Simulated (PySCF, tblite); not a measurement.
# C₇H₁₄FNSi: geometry, infrared bands and NMR shifts

Wanted: the infrared bands and NMR shifts of C₇H₁₄FNSi (`C=C(F)[Si@@H]1CC[C@@H]1N(C)C`), by calculation.

The runs use tblite 0.8.0 and PySCF 2.14.0, with density-fitted response routines of our own; the level of theory stands in each step. All values are computed, except where a source is named. Atoms are numbered from 0 throughout.

### 1 Starting geometry

24 atoms, charge 0, multiplicity 1; geometry from: force field or distance geometry start.

Bonds of the start (Å): C0–C1 1.33, C1–F2 1.36, C1–Si3 1.82, Si3–C4 1.90, C4–C5 1.57, C5–C6 1.58, C6–N7 1.47, N7–C8 1.46, N7–C9 1.48, C6–Si3 1.94, C0–H10 1.09, C0–H11 1.08, Si3–H12 1.50, C4–H13 1.10, C4–H14 1.09, C5–H15 1.10, C5–H16 1.10, C6–H17 1.10, C8–H18 1.10, C8–H19 1.10, C8–H20 1.11, C9–H21 1.09, C9–H22 1.08, C9–H23 1.10.

### 2 Relaxing the molecule with GFN2-xTB

Job settings and geometry (Å):

```
{"job": {"kind": "relax", "xc": "GFN2-xTB", "basis": "xTB"}, "charge": 0, "multiplicity": 1}
C      2.712700     1.278300    -0.913500
C      2.343200     0.098300    -0.417500
F      2.707500    -1.009300    -1.113400
Si     1.452200    -0.171200     1.148900
C      0.987800    -1.975300     1.535100
C     -0.312800    -1.752500     0.683100
C     -0.480500    -0.222700     1.061300
N     -1.172100     0.476800    -0.036800
C     -1.190100     1.914000     0.223900
C     -2.570300    -0.002900    -0.129900
H      2.473100     2.219200    -0.423000
H      3.235600     1.323100    -1.854400
H      1.964800     0.590100     2.334100
H      1.671600    -2.737700     1.137100
H      0.803500    -2.147200     2.593100
H     -1.144100    -2.389100     1.020000
H     -0.166200    -1.955700    -0.384700
H     -0.916300    -0.075200     2.061100
H     -1.716100     2.449800    -0.577600
H     -0.176100     2.330300     0.258500
H     -1.694100     2.166700     1.174300
H     -3.112700     0.127200     0.809600
H     -2.601200    -1.050600    -0.405000
H     -3.111000     0.535400    -0.919700
```

Run with:

```bash
$ OMP_NUM_THREADS=1 python probes_run.py task.json out
```

One launch serves the whole session: the jobs run in the order shown.

**Question.** This job is followed by: GFN2-xTB harmonic vibrations, gas phase; GIAO PBE0/pcSseg-1 NMR shielding, non-relativistic, gas phase. What will the session give for the following? strongest single infrared mode (GFN2-xTB); zero-point energy (GFN2-xTB); ¹³C shifts against TMS (PBE0/pcSseg-1, means over atoms taken as alike); ¹H shifts against TMS (PBE0/pcSseg-1, means over atoms taken as alike); ¹⁹F shifts against CFCl3 (PBE0/pcSseg-1); ²⁹Si shifts against TMS (PBE0/pcSseg-1); ¹⁵N shifts against NH3 (PBE0/pcSseg-1).

As calculated:

```
                                                               quantity                                                     value
                              strongest single infrared mode (GFN2-xTB)                                     2242 cm⁻¹, 355 km/mol
                                           zero-point energy (GFN2-xTB)                                            122.2 kcal/mol
¹³C shifts against TMS (PBE0/pcSseg-1, means over atoms taken as alike)                   182.3, 116.3, 64.3, 46.3, 30.9, 5.7 ppm
 ¹H shifts against TMS (PBE0/pcSseg-1, means over atoms taken as alike)  5.81, 5.22, 5.03, 2.47, 2.32, 2.28, 2.10, 1.51, 1.31 ppm
                               ¹⁹F shifts against CFCl3 (PBE0/pcSseg-1)                                                 -91.1 ppm
                                ²⁹Si shifts against TMS (PBE0/pcSseg-1)                                                 -16.0 ppm
                                 ¹⁵N shifts against NH3 (PBE0/pcSseg-1)                                                  53.4 ppm
```

What this shows: Relaxing lowered the energy by 0.457 eV in 145 steps; the close pair that moved most is C1–Si3, from 1.822 to 1.895 Å. No mode is imaginary among the 66: a minimum at this level. The strongest single mode, at 2242 cm⁻¹, moves mainly H12. Unscaled tight-binding wavenumbers are off by several per cent, some by more. Its intensities can rank the bands wrongly. At PBE0/pcSseg-1: Shielding is most anisotropic at F2 (span 265 ppm, paramagnetic term -215 ppm).
